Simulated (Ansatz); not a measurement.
**B3LYP/def2-SVP (core potential) run of CH2FI (fluoroiodomethane)**

Aim: the electronic atomisation energy of CH2FI (fluoroiodomethane) at B3LYP/def2-SVP (core potential), from 5 runs. 

The results are computed with Ansatz 0.2.0.

46 further runs of the same task are left out: 1 that didn't finish, 45 set aside as unsound or not needed.

### 1 Starting point

CH2FI has 5 atoms, charge 0, and is taken as a singlet. As SMILES, `FCI`. Geometry: relaxed at PBE0-D4/def2-TZVP.

Bond lengths: F1–C2 1.353 Å, C2–I3 2.142 Å, C2–H4 1.088 Å, C2–H5 1.088 Å. Angles: F1–C2–I3 111.0°, F1–C2–H4 109.9°, F1–C2–H5 109.9°, I3–C2–H4 106.6°, I3–C2–H5 106.6°, H4–C2–H5 112.7°.

### 2 The energy at B3LYP/def2-SVP (core potential)

Contents of input.yaml:

```yaml
crystal:
  periodic: [false, false, false]
  atoms:
    - {symbol: F, position_ang: [1.196300, 0.710900, -0.175500]}
    - {symbol: C, position_ang: [0.160600, -0.114100, 0.103400]}
    - {symbol: I, position_ang: [-1.632300, 0.547900, -0.864200]}
    - {symbol: H, position_ang: [0.368100, -1.112000, -0.277200]}
    - {symbol: H, position_ang: [-0.042700, -0.106200, 1.172200]}
basis:
  gaussian: {orbitals: def2-SVP}
hamiltonian: {xc: {name: B3LYP}}
accuracy: high
output: {orbitals: {seedname: orbitals}}
```

The run is started by

```console
$ ansatz run input.yaml --threads 1 --pin off --max-ram 3480MiB --events-out events.jsonl --progress --plain --runs-dir runs
```

The log of the run:

```text
Warning: RAYON_NUM_THREADS=1 ignored (pool sized by the plan → 1); use --threads N
Functional definition: B3LYP
  name "B3LYP"
  parameter a0 = 0.2
  parameter ax = 0.72
  parameter ac = 0.81
  exchange = (1 - a0 - ax)*slater_x + ax*b88_x + a0*exact_x
  correlation = (1 - ac)*vwn_rpa_c + ac*lyp_c
1500 factors; integrals over basis functions are off by at most 3.2e-9 eV
mean field evaluation 1: about -11884.9896 eV, gradient 2.5e1 eV
mean field evaluation 2: about -11883.9396 eV, gradient 3.3e1 eV
mean field evaluation 4: about -11886.3754 eV, gradient 6.2e-1 eV
mean field evaluation 8: about -11886.4722 eV, gradient 2.0e-1 eV
mean field evaluation 16: about -11886.4723 eV, gradient 8.5e-6 eV
mean field -11886.47225084 eV, -436.8197982780 hartree, gradient 2.2e-8 eV, S^2 0.000000; 0 other end points of the search recorded, 0 dependent functions left out
reference -11886.47227990 eV, -436.8197993460 hartree; 21, 21 occupied and 43, 43 virtual orbitals, 1500 factors
Total energy: -11886.47227990 eV, -436.8197993460 hartree
```

It took 5.1 s on 1 thread of Arm Neoverse V1, shared host; peak memory 0.18 GiB.

### 3 The C atom at the same level

Contents of input.yaml:

```yaml
crystal:
  periodic: [false, false, false]
  atoms:
    - {symbol: C, position_ang: [0.000000, 0.000000, 0.000000]}
basis:
  gaussian: {orbitals: def2-SVP}
magnetization: {spin_polarized: true, initial_magnetization: 2}
hamiltonian: {xc: {name: B3LYP}}
accuracy: high
```

Run the same way, it converges to -37.81406 Eh (log not shown).

### 4 The F atom at the same level

Contents of input.yaml:

```yaml
crystal:
  periodic: [false, false, false]
  atoms:
    - symbol: F
      position_ang: [0.000000, 0.000000, 0.000000]
basis:
  gaussian:
    orbitals: def2-SVP
accuracy: high
hamiltonian:
  xc: {name: B3LYP}
total_charge: 0
magnetization:
  spin_polarized: true
  initial_magnetization: 1
```

The run is started by

```console
$ ansatz run input.yaml --threads 1 --pin off --max-ram 3480MiB --events-out events.jsonl --progress --plain --runs-dir runs
```

The log of the run:

```text
Warning: RAYON_NUM_THREADS=1 ignored (pool sized by the plan → 1); use --threads N
[... 7 set-up lines as earlier in the session ...]
95 factors; integrals over basis functions are off by at most 1.3e-9 eV
mean field evaluation 1: about -2711.2870 eV, gradient 5.0e0 eV
mean field evaluation 2: about -2711.3356 eV, gradient 2.6e0 eV
mean field evaluation 4: about -2711.3552 eV, gradient 1.6e-2 eV
mean field evaluation 8: about -2711.3554 eV, gradient 1.1e-4 eV
mean field -2711.35542607 eV, -99.6404740854 hartree, gradient 5.9e-8 eV, S^2 0.750967; 0 other end points of the search recorded, 0 dependent functions left out
reference -2711.35543639 eV, -99.6404744647 hartree; 5, 4 occupied and 9, 10 virtual orbitals, 95 factors
Total energy: -2711.35543639 eV, -99.6404744647 hartree
```

Wall time 0.36 s (1 thread of Arm Neoverse V1, shared host).

### 5 The H atom

Contents of molecule.yaml:

```yaml
crystal:
  periodic: [false, false, false]
  atoms:
    - symbol: H
      position_ang: [0.000000, 0.000000, 0.000000]
basis:
  gaussian:
    orbitals: def2-SVP
hamiltonian:
  xc: {name: B3LYP}
magnetization:
  spin_polarized: true
  initial_magnetization: 1
accuracy: high
```

The run is started by

```console
$ ansatz run molecule.yaml --threads 1 --pin off --max-ram 3480MiB --events-out events.jsonl --progress --plain --runs-dir runs
```

The log of the run:

```text
Warning: RAYON_NUM_THREADS=1 ignored (pool sized by the plan → 1); use --threads N
[... 7 set-up lines as earlier in the session ...]
15 factors; integrals over basis functions are off by at most 8.9e-10 eV
mean field evaluation 1: about -13.6398 eV, gradient 1.5e-1 eV
mean field evaluation 2: about -13.6397 eV, gradient 1.5e-1 eV
mean field evaluation 4: about -13.6399 eV, gradient 3.7e-3 eV
mean field evaluation 8: about -13.6399 eV, gradient 1.1e-9 eV
mean field -13.63992910 eV, -0.5012581489 hartree, gradient 1.1e-9 eV, S^2 0.750000; 0 other end points of the search recorded, 0 dependent functions left out
reference -13.63994824 eV, -0.5012588523 hartree; 1, 0 occupied and 4, 5 virtual orbitals, 15 factors
Total energy: -13.63994824 eV, -0.5012588523 hartree
```

It took 0.14 s on 1 thread of Arm Neoverse V1, shared host.

### 6 The I atom, same level

Contents of input.yaml:

```yaml
basis:
  gaussian: {orbitals: def2-SVP}
crystal:
  periodic: [false, false, false]
  atoms:
    - {symbol: I, position_ang: [0.000000, 0.000000, 0.000000]}
magnetization: {spin_polarized: true, initial_magnetization: 1}
hamiltonian: {xc: {name: B3LYP}}
accuracy: high
```

Run the same way, it converges to -297.76847 Eh (log not shown).

### 7 Results

Level: B3LYP/def2-SVP (core potential).

| quantity | value |
| --- | --- |
| molecule: total energy | -436.81980 Eh |
| molecule: HOMO energy | -7.19 eV |
| molecule: LUMO energy | -1.09 eV |
| molecule: HOMO–LUMO gap | 6.10 eV |
| C atom: total energy | -37.81406 Eh |
| C atom: ⟨S²⟩ | 2.003 |
| F atom: total energy | -99.64047 Eh |
| F atom: ⟨S²⟩ | 0.751 |
| H atom: total energy | -0.50126 Eh |
| H atom: ⟨S²⟩ | 0.750 |
| I atom: total energy | -297.76847 Eh |
| I atom: ⟨S²⟩ | 0.751 |
| electronic atomisation energy | 16.171 eV |

Taking the molecule apart into free atoms costs 16.17 eV (1560 kJ/mol), before zero-point energy and without spin-orbit coupling.
